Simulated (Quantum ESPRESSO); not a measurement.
# BiS (Pm-3m) in Quantum ESPRESSO: a series of runs

The runs below take BiS through band structure, with PBE.

Everything below comes from runs of Quantum ESPRESSO 7.5. Logs are shortened: lines on timing, memory, paths and dates and some standing lists are left out, and cuts for length are marked.

## 1. Starting point

Symmetry: Pm-3m, No. 221, cubic system. Conventional cell: a = 4.003 Å, b = 4.003 Å, c = 4.003 Å, α = 90.00°, β = 90.00°, γ = 90.00°. Bi (site symmetry m-3m) has 8 S at 3.47 Å as nearest neighbours. S (site symmetry m-3m) has 8 Bi at 3.47 Å as nearest neighbours.

The cell was built by a generator and needn't be a form met in nature.

## 2. Band structure, PBE

Input file pw.in:

```
&CONTROL
  calculation = 'scf'
  prefix = 'pwscf'
  outdir = './tmp'
  pseudo_dir = './pseudo'
  tprnfor = .true.
  tstress = .true.
  disk_io = 'low'
/
&SYSTEM
  ibrav = 0
  nat = 2
  ntyp = 2
  ecutwfc = 66
  nbnd = 17
  occupations = 'smearing'
  smearing = 'fd'
  degauss = 0.00367493
/
&ELECTRONS
  conv_thr = 4d-10
  electron_maxstep = 120
  mixing_beta = 0.5
/
ATOMIC_SPECIES
Bi   208.9804 Bi.upf
S     32.0600 S.upf
CELL_PARAMETERS angstrom
   4.0029443400    0.0000000000    0.0000000000
   0.0000000000    4.0029443400    0.0000000000
   0.0000000000    0.0000000000    4.0029443400
ATOMIC_POSITIONS angstrom
Bi     2.0014721700    2.0014721700    2.0014721700
S      0.0000000000    0.0000000000    0.0000000000
K_POINTS automatic
7 7 7 0 0 0
```

Input file bands.in:

```
&CONTROL
  calculation = 'bands'
  prefix = 'pwscf'
  outdir = './tmp'
  pseudo_dir = './pseudo'
  disk_io = 'low'
  verbosity = 'high'
/
&SYSTEM
  ibrav = 0
  nat = 2
  ntyp = 2
  ecutwfc = 66
  nbnd = 17
  occupations = 'smearing'
  smearing = 'fd'
  degauss = 0.00367493
/
&ELECTRONS
  conv_thr = 1d-08
  electron_maxstep = 120
  mixing_beta = 0.5
  diago_full_acc = .true.
  startingwfc = 'random'
/
ATOMIC_SPECIES
Bi   208.9804 Bi.upf
S     32.0600 S.upf
CELL_PARAMETERS angstrom
   4.0029443400    0.0000000000    0.0000000000
   0.0000000000    4.0029443400    0.0000000000
   0.0000000000    0.0000000000    4.0029443400
ATOMIC_POSITIONS angstrom
Bi     2.0014721700    2.0014721700    2.0014721700
S      0.0000000000    0.0000000000    0.0000000000
K_POINTS crystal
60
 0.0000000000  0.0000000000  0.0000000000 1
 0.0000000000  0.0714285714  0.0000000000 1
 0.0000000000  0.1428571429  0.0000000000 1
 0.0000000000  0.2142857143  0.0000000000 1
 0.0000000000  0.2857142857  0.0000000000 1
 0.0000000000  0.3571428571  0.0000000000 1
 0.0000000000  0.4285714286  0.0000000000 1
 0.0000000000  0.5000000000  0.0000000000 1
 0.0714285714  0.5000000000  0.0000000000 1
 0.1428571429  0.5000000000  0.0000000000 1
 0.2142857143  0.5000000000  0.0000000000 1
 0.2857142857  0.5000000000  0.0000000000 1
 0.3571428571  0.5000000000  0.0000000000 1
 0.4285714286  0.5000000000  0.0000000000 1
 0.5000000000  0.5000000000  0.0000000000 1
 0.4545454545  0.4545454545  0.0000000000 1
 0.4090909091  0.4090909091  0.0000000000 1
 0.3636363636  0.3636363636  0.0000000000 1
 0.3181818182  0.3181818182  0.0000000000 1
 0.2727272727  0.2727272727  0.0000000000 1
 0.2272727273  0.2272727273  0.0000000000 1
 0.1818181818  0.1818181818  0.0000000000 1
 0.1363636364  0.1363636364  0.0000000000 1
 0.0909090909  0.0909090909  0.0000000000 1
 0.0454545455  0.0454545455  0.0000000000 1
 0.0000000000  0.0000000000  0.0000000000 1
 0.0357142857  0.0357142857  0.0357142857 1
 0.0714285714  0.0714285714  0.0714285714 1
 0.1071428571  0.1071428571  0.1071428571 1
 0.1428571429  0.1428571429  0.1428571429 1
 0.1785714286  0.1785714286  0.1785714286 1
 0.2142857143  0.2142857143  0.2142857143 1
 0.2500000000  0.2500000000  0.2500000000 1
 0.2857142857  0.2857142857  0.2857142857 1
 0.3214285714  0.3214285714  0.3214285714 1
 0.3571428571  0.3571428571  0.3571428571 1
 0.3928571429  0.3928571429  0.3928571429 1
 0.4285714286  0.4285714286  0.4285714286 1
 0.4642857143  0.4642857143  0.4642857143 1
 0.5000000000  0.5000000000  0.5000000000 1
 0.4545454545  0.5000000000  0.4545454545 1
 0.4090909091  0.5000000000  0.4090909091 1
 0.3636363636  0.5000000000  0.3636363636 1
 0.3181818182  0.5000000000  0.3181818182 1
 0.2727272727  0.5000000000  0.2727272727 1
 0.2272727273  0.5000000000  0.2272727273 1
 0.1818181818  0.5000000000  0.1818181818 1
 0.1363636364  0.5000000000  0.1363636364 1
 0.0909090909  0.5000000000  0.0909090909 1
 0.0454545455  0.5000000000  0.0454545455 1
 0.0000000000  0.5000000000  0.0000000000 1
 0.5000000000  0.5000000000  0.0000000000 1
 0.5000000000  0.5000000000  0.0625000000 1
 0.5000000000  0.5000000000  0.1250000000 1
 0.5000000000  0.5000000000  0.1875000000 1
 0.5000000000  0.5000000000  0.2500000000 1
 0.5000000000  0.5000000000  0.3125000000 1
 0.5000000000  0.5000000000  0.3750000000 1
 0.5000000000  0.5000000000  0.4375000000 1
 0.5000000000  0.5000000000  0.5000000000 1
```

Potentials or basis: PseudoDojo 0.4.1 SR PBE standard.

The run is started by

```console
$ OMP_NUM_THREADS=1 pw.x -in pw.in > pw.out
$ OMP_NUM_THREADS=1 pw.x -in bands.in > bands.out
```

pw.out:

```text
This program is part of the open-source Quantum ESPRESSO suite
     for quantum simulation of materials; please cite
         "P. Giannozzi et al., J. Phys.:Condens. Matter 21 395502 (2009);
         "P. Giannozzi et al., J. Phys.:Condens. Matter 29 465901 (2017);
         "P. Giannozzi et al., J. Chem. Phys. 152 154105 (2020);
     in publications or presentations arising from this work. More details at

     Message from routine setup:
     using ibrav=0 with symmetry is DISCOURAGED, use correct ibrav instead

     G-vector sticks info
     --------------------
     sticks:   dense  smooth     PW     G-vecs:    dense   smooth      PW
     Sum        1201    1201    349                31439    31439    4945

     Using Slab Decomposition

     bravais-lattice index     =            0
     lattice parameter (alat)  =       7.5645  a.u.
     unit-cell volume          =     432.8478 (a.u.)^3
     number of atoms/cell      =            2
     number of atomic types    =            2
     number of electrons       =        21.00
     number of Kohn-Sham states=           17
     kinetic-energy cutoff     =      66.0000  Ry
     charge density cutoff     =     264.0000  Ry
     scf convergence threshold =      4.0E-10
     mixing beta               =       0.5000
     number of iterations used =            8  plain     mixing
     Exchange-correlation= PBE
                           (   1   4   3   4   0   0   0)

     celldm(1)=   7.564468  celldm(2)=   0.000000  celldm(3)=   0.000000
     celldm(4)=   0.000000  celldm(5)=   0.000000  celldm(6)=   0.000000

     crystal axes: (cart. coord. in units of alat)
               a(1) = (   1.000000   0.000000   0.000000 )
               a(2) = (   0.000000   1.000000   0.000000 )
               a(3) = (   0.000000   0.000000   1.000000 )

     reciprocal axes: (cart. coord. in units 2 pi/alat)
               b(1) = (  1.000000  0.000000  0.000000 )
               b(2) = (  0.000000  1.000000  0.000000 )
               b(3) = (  0.000000  0.000000  1.000000 )

     PseudoPot. # 1 for Bi read from file:
     Bi.upf
     Pseudo is Norm-conserving + core correction, Zval = 15.0
     Generated using ONCVPSP code by D. R. Hamann
     Using radial grid of 1490 points,  6 beta functions with:
                l(1) =   0
                l(2) =   0
                l(3) =   1
                l(4) =   1
                l(5) =   2
                l(6) =   2

     PseudoPot. # 2 for S  read from file:
     S.upf
     Pseudo is Norm-conserving + core correction, Zval =  6.0
     Generated using ONCVPSP code by D. R. Hamann
     Using radial grid of 1146 points,  6 beta functions with:
                l(1) =   0
                l(2) =   0
                l(3) =   1
                l(4) =   1
                l(5) =   2
                l(6) =   2

     atomic species   valence    mass     pseudopotential
     Bi               15.00   208.98040     Bi( 1.00)
     S                 6.00    32.06000     S ( 1.00)

     48 Sym. Ops., with inversion, found

   Cartesian axes

     site n.     atom                  positions (alat units)
         1        Bi     tau(   1) = (   0.5000000   0.5000000   0.5000000  )
         2        S      tau(   2) = (   0.0000000   0.0000000   0.0000000  )

     number of k points=    20  Fermi-Dirac smearing, width (Ry)=  0.0037
                       cart. coord. in units 2pi/alat
        k(    1) = (   0.0000000   0.0000000   0.0000000), wk =   0.0058309
        k(    2) = (   0.0000000   0.0000000   0.1428571), wk =   0.0349854
        k(    3) = (   0.0000000   0.0000000   0.2857143), wk =   0.0349854
        k(    4) = (   0.0000000   0.0000000   0.4285714), wk =   0.0349854
        k(    5) = (   0.0000000   0.1428571   0.1428571), wk =   0.0699708
        k(    6) = (   0.0000000   0.1428571   0.2857143), wk =   0.1399417
[... 12 lines left out ...]
        k(   19) = (   0.2857143   0.4285714   0.4285714), wk =   0.1399417
        k(   20) = (   0.4285714   0.4285714   0.4285714), wk =   0.0466472

     Dense  grid:    31439 G-vectors     FFT dimensions: (  40,  40,  40)

     Initial potential from superposition of free atoms

     starting charge      20.9991, renormalised to      21.0000
     Starting wfcs are   13 randomized atomic wfcs +    4 random wfcs

     Self-consistent Calculation

     iteration #  1     ecut=    66.00 Ry     beta= 0.50
     Davidson diagonalization with overlap
     ethr =  1.00E-02,  avg # of iterations =  5.5

     total energy              =    -186.00408037 Ry
     estimated scf accuracy    <       0.26037306 Ry

     iteration #  2     ecut=    66.00 Ry     beta= 0.50
     Davidson diagonalization with overlap
     ethr =  1.24E-03,  avg # of iterations =  2.2

     total energy              =    -186.04796943 Ry
     estimated scf accuracy    <       0.33478166 Ry

     iteration #  3     ecut=    66.00 Ry     beta= 0.50
     Davidson diagonalization with overlap
     ethr =  1.24E-03,  avg # of iterations =  1.4

     total energy              =    -186.10812124 Ry
     estimated scf accuracy    <       0.00635965 Ry

     iteration #  4     ecut=    66.00 Ry     beta= 0.50
     Davidson diagonalization with overlap
     ethr =  3.03E-05,  avg # of iterations =  3.2

     total energy              =    -186.10846779 Ry
     estimated scf accuracy    <       0.01071908 Ry

     iteration #  5     ecut=    66.00 Ry     beta= 0.50
     Davidson diagonalization with overlap
     ethr =  3.03E-05,  avg # of iterations =  1.5

     total energy              =    -186.11031421 Ry
     estimated scf accuracy    <       0.00012784 Ry

     iteration #  6     ecut=    66.00 Ry     beta= 0.50
     Davidson diagonalization with overlap
     ethr =  6.09E-07,  avg # of iterations =  4.2

     total energy              =    -186.11036334 Ry
     estimated scf accuracy    <       0.00014501 Ry

     iteration #  7     ecut=    66.00 Ry     beta= 0.50
     Davidson diagonalization with overlap
     ethr =  6.09E-07,  avg # of iterations =  1.0

     total energy              =    -186.11036476 Ry
     estimated scf accuracy    <       0.00002089 Ry

     iteration #  8     ecut=    66.00 Ry     beta= 0.50
     Davidson diagonalization with overlap
     ethr =  9.95E-08,  avg # of iterations =  1.6

     total energy              =    -186.11036714 Ry
     estimated scf accuracy    <       0.00000036 Ry

     iteration #  9     ecut=    66.00 Ry     beta= 0.50
     Davidson diagonalization with overlap
     ethr =  1.71E-09,  avg # of iterations =  3.4

     total energy              =    -186.11036727 Ry
     estimated scf accuracy    <       0.00000002 Ry

     iteration # 10     ecut=    66.00 Ry     beta= 0.50
     Davidson diagonalization with overlap
     ethr =  7.95E-11,  avg # of iterations =  2.6

     total energy              =    -186.11036727 Ry
     estimated scf accuracy    <          9.2E-10 Ry

     iteration # 11     ecut=    66.00 Ry     beta= 0.50
     Davidson diagonalization with overlap
     ethr =  4.38E-12,  avg # of iterations =  2.6

     End of self-consistent calculation

          k = 0.0000 0.0000 0.0000 (  3887 PWs)   bands (ev):

   -16.8707 -16.8707 -16.8255 -16.8255 -16.8255  -6.2522  -3.2120   4.6475
     4.6475   4.6475   9.3289   9.3289   9.3289  11.3260  11.3260  14.0246
    17.4675

          k = 0.0000 0.0000 0.1429 (  3899 PWs)   bands (ev):

   -16.8705 -16.8648 -16.8271 -16.8271 -16.8254  -6.1231  -3.3454   4.4964
     4.7742   4.7742   8.3327   9.1026   9.1026  11.4964  12.2444  14.9390
    17.1949

          k = 0.0000 0.0000 0.2857 (  3908 PWs)   bands (ev):

   -16.8701 -16.8515 -16.8306 -16.8306 -16.8251  -5.7582  -3.7343   4.3661
     5.1123   5.1123   6.7950   8.5375   8.5375  12.0066  14.0627  15.6622
    16.6042

          k = 0.0000 0.0000 0.4286 (  3924 PWs)   bands (ev):

   -16.8697 -16.8408 -16.8335 -16.8335 -16.8248  -5.2696  -4.2561   4.6551
     5.4791   5.4791   5.5166   7.9889   7.9889  12.8381  14.1384  15.8738
    17.7375

          k = 0.0000 0.1429 0.1429 (  3902 PWs)   bands (ev):

   -16.8675 -16.8617 -16.8287 -16.8270 -16.8269  -5.9985  -3.4455   4.1235
     4.8920   5.0817   7.6151   8.9212   8.9440  12.0322  12.8221  15.0022
    16.4375

          k = 0.0000 0.1429 0.2857 (  3926 PWs)   bands (ev):

   -16.8660 -16.8494 -16.8325 -16.8305 -16.8266  -5.6501  -3.7539   3.8188
     5.2015   5.3086   6.4824   8.5224   8.5487  12.6324  14.3441  15.0551
    16.0827

          k = 0.0000 0.1429 0.4286 (  3929 PWs)   bands (ev):

   -16.8656 -16.8389 -16.8354 -16.8333 -16.8264  -5.1999  -4.1881   3.9721
     4.6814   5.5246   6.4253   8.0368   8.0927  13.2903  14.4514  15.7714
    16.3648

          k = 0.0000 0.2857 0.2857 (  3920 PWs)   bands (ev):

   -16.8604 -16.8413 -16.8366 -16.8302 -16.8300  -5.3601  -3.8478   3.2042
     4.5727   5.4233   6.7118   8.4531   8.5178  13.4777  13.8407  15.2768
    15.7932
[... 43 lines left out ...]
          k = 0.1429 0.4286 0.4286 (  3927 PWs)   bands (ev):

   -16.8488 -16.8431 -16.8344 -16.8344 -16.8247  -4.8520  -3.7989   2.7918
     2.9585   5.3321   7.2124   7.7705   8.1069  13.2054  14.4411  15.0621
    15.5558

          k = 0.2857 0.2857 0.2857 (  3929 PWs)   bands (ev):

   -16.8409 -16.8409 -16.8361 -16.8356 -16.8356  -5.0676  -3.7832   3.8439
     3.8439   4.1025   7.1077   7.1077   7.9785  14.4373  15.0641  15.0641
    17.2360

          k = 0.2857 0.2857 0.4286 (  3916 PWs)   bands (ev):

   -16.8406 -16.8392 -16.8387 -16.8354 -16.8300  -4.8686  -3.7713   3.4029
     3.6022   4.5045   6.0929   7.1639   7.9226  14.2207  15.1533  15.2342
    18.0208

          k = 0.2857 0.4286 0.4286 (  3923 PWs)   bands (ev):

   -16.8423 -16.8385 -16.8384 -16.8352 -16.8244  -4.7723  -3.6087   3.2998
     3.3367   4.6154   5.9436   6.6266   7.1128  14.5801  15.6791  15.8298
    17.7095

          k = 0.4286 0.4286 0.4286 (  3918 PWs)   bands (ev):

   -16.8418 -16.8416 -16.8416 -16.8242 -16.8242  -4.7059  -3.4382   3.7321
     4.0577   4.0577   5.4517   5.4517   6.0537  15.9053  16.4427  16.4427
    19.6177

     the Fermi energy is     6.8212 ev

!    total energy              =    -186.11036727 Ry
     estimated scf accuracy    <          2.0E-11 Ry
     smearing contrib. (-TS)   =      -0.00079580 Ry
     internal energy E=F+TS    =    -186.10957147 Ry

     The total energy is F=E-TS. E is the sum of the following terms:
     one-electron contribution =     -58.86891973 Ry
     hartree contribution      =      39.06914265 Ry
     xc contribution           =     -49.33090586 Ry
     ewald contribution        =    -116.97888852 Ry

     convergence has been achieved in  11 iterations

     Forces acting on atoms (cartesian axes, Ry/au):

     atom    1 type  1   force =     0.00000000    0.00000000    0.00000000
     atom    2 type  2   force =     0.00000000    0.00000000    0.00000000

     Total force =     0.000000     Total SCF correction =     0.000000

     Computing stress (Cartesian axis) and pressure

          total   stress  (Ry/bohr**3)                   (kbar)     P=     -109.34
  -0.00074328   0.00000000   0.00000000         -109.34        0.00        0.00
   0.00000000  -0.00074328   0.00000000            0.00     -109.34        0.00
   0.00000000   0.00000000  -0.00074328            0.00        0.00     -109.34

=------------------------------------------------------------------------------=
   JOB DONE.
=------------------------------------------------------------------------------=
```

Wall time 55 s (1 thread of Arm Neoverse V2, shared host); peak memory 0.1 GiB.

Results:

```yaml
Free_energy: -2532.1605 eV
Pressure: -10.9 GPa
Band_gap_on_the_k_mesh: none (metal or under the smearing width)
```

Levels at the corners of the path, in eV from the Fermi level:
```csv
point,band 6,band 7,band 8,band 9,band 10,band 11,band 12,band 13,band 14,band 15
Γ,-13.07,-10.03,-2.17,-2.17,-2.17,2.51,2.51,2.51,4.50,4.50
X,-11.96,-11.21,-1.91,-1.69,-1.28,-1.28,1.07,1.07,6.38,6.86
M,-11.67,-10.64,-4.28,-4.28,-1.08,1.44,1.44,1.85,5.57,6.39
Γ,-13.07,-10.03,-2.17,-2.17,-2.17,2.51,2.51,2.51,4.50,4.50
R,-11.50,-10.18,-2.57,-2.57,-2.57,-1.77,-1.77,-1.77,9.94,9.94
X,-11.96,-11.21,-1.91,-1.69,-1.28,-1.28,1.07,1.07,6.38,6.86
M,-11.67,-10.64,-4.28,-4.28,-1.08,1.44,1.44,1.85,5.57,6.39
R,-11.50,-10.18,-2.57,-2.57,-2.57,-1.77,-1.77,-1.77,9.94,9.94
```

Caveat: some levels on the path didn't converge; spin-orbit coupling is left out, which moves the levels of the heavy elements.

## 3. Band structure, PBE, spin-orbit coupling, no magnetisation

pw.in: that of step 2 with these lines changed.

```diff
@@ -14,3 +14,3 @@
   ecutwfc = 66
-  nbnd = 17
+  nbnd = 34
   occupations = 'smearing'
@@ -18,2 +18,4 @@
   degauss = 0.00367493
+  noncolin = .true.
+  lspinorb = .true.
 /
```

bands.in: that of step 2 with these lines changed.

```diff
@@ -13,3 +13,3 @@
   ecutwfc = 66
-  nbnd = 17
+  nbnd = 34
   occupations = 'smearing'
@@ -17,2 +17,4 @@
   degauss = 0.00367493
+  noncolin = .true.
+  lspinorb = .true.
 /
```

Potentials or basis: PseudoDojo 0.4 FR PBE standard.

The run is started by

```console
$ OMP_NUM_THREADS=1 pw.x -in pw.in > pw.out
$ OMP_NUM_THREADS=1 pw.x -in bands.in > bands.out
```

It took 4.3 min on 1 thread of Arm Neoverse V2, shared host; peak memory 0.3 GiB.

Results (log left out):

```yaml
Free_energy: -2528.1309 eV
Pressure: -8.8 GPa
Band_gap_on_the_k_mesh: none (metal or under the smearing width)
```

Levels at the corners of the path, in eV from the Fermi level:
```
point  band 18  band 19  band 20  band 21  band 22  band 23  band 24  band 25  band 26  band 27
    Γ    -1.60    -1.60    -1.60     1.43     1.43     3.73     3.73     3.73     3.73     4.99
    X    -1.47    -0.90    -0.90    -0.84    -0.84     0.99     0.99     2.34     2.34     6.81
    M    -3.66    -0.67    -0.67     0.79     0.79     2.33     2.33     2.92     2.92     6.03
    Γ    -1.60    -1.60    -1.60     1.43     1.43     3.73     3.73     3.73     3.73     4.99
    R    -2.18    -2.14    -2.14    -2.14    -2.14    -0.73    -0.73    -0.73    -0.73    10.41
    X    -1.47    -0.90    -0.90    -0.84    -0.84     0.99     0.99     2.34     2.34     6.81
    M    -3.66    -0.67    -0.67     0.79     0.79     2.33     2.33     2.92     2.92     6.03
    R    -2.18    -2.14    -2.14    -2.14    -2.14    -0.73    -0.73    -0.73    -0.73    10.41
```
